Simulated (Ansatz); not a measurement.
# MnSi6: the cost of one run

Program: Ansatz 0.2.0. Level of theory: DFT PBE, scalar-relativistic, plane waves, PAW. These are calculated values, not measurements.

### Step 1. The structure to begin with

It takes space group Pm-3m (No. 221, cubic). The conventional cell has a = 4.664 Å, b = 4.664 Å, c = 4.664 Å, α = 90.00°, β = 90.00°, γ = 90.00°. Around Mn (site symmetry m-3m) lie 24 Si at 3.44 Å. Si (site symmetry 4mm) is surrounded by 5 Si at 1.93 Å.

Coordinates:

```xyz
7
Lattice="4.6640 0.0000 0.0000 0.0000 4.6640 0.0000 0.0000 0.0000 4.6640" Properties=species:S:1:pos:R:3 pbc="T T T"
Mn    0.0000    0.0000    0.0000
Si    2.3320    2.3320    0.9655
Si    2.3320    2.3320    3.6986
Si    0.9655    2.3320    2.3320
Si    3.6986    2.3320    2.3320
Si    2.3320    0.9655    2.3320
Si    2.3320    3.6986    2.3320
```

Recipe of the guess: species swapped into a database cell of ErB6 (Pm-3m, No. 221), with Mn on the Er sites and Si on the B sites. Its size is a rough estimate.

### Step 2. A first look at the guess

input.yaml

```yaml
crystal:
  lattice:
    - [4.66401592, 0.0, 0.0]
    - [0.0, 4.66401592, 0.0]
    - [0.0, 0.0, 4.66401592]
  atoms:
    - { symbol: Mn, position: [0.0, 0.0, 0.0], spin: 4.0 }
    - { symbol: Si, position: [0.5, 0.5, 0.207] }
    - { symbol: Si, position: [0.5, 0.5, 0.793] }
    - { symbol: Si, position: [0.207, 0.5, 0.5] }
    - { symbol: Si, position: [0.793, 0.5, 0.5] }
    - { symbol: Si, position: [0.5, 0.207, 0.5] }
    - { symbol: Si, position: [0.5, 0.793, 0.5] }
basis:
  ecutwfc: 420
kpoints:
  mp_grid: { grid: [4, 4, 4] }
hamiltonian:
  xc: pbe
scf:
  occupations: { method: gaussian, width: 0.1 }
  lower_state_search: "off"
output:
  forces: true
  stress: true
  eigenvalues: true
  populations: true
magnetization:
  spin_polarized: true
```

Command:

```bash
ansatz run input.yaml --threads 1 --pin off --max-ram 2560MiB --backend cpu --events-out ev --progress --plain --runs-dir out
```

Q: Estimate wall time and peak memory on 1 thread of Intel Xeon Platinum 8488C (Sapphire Rapids), shared host.

About 3.9 s, with a peak of 0.44 GiB.
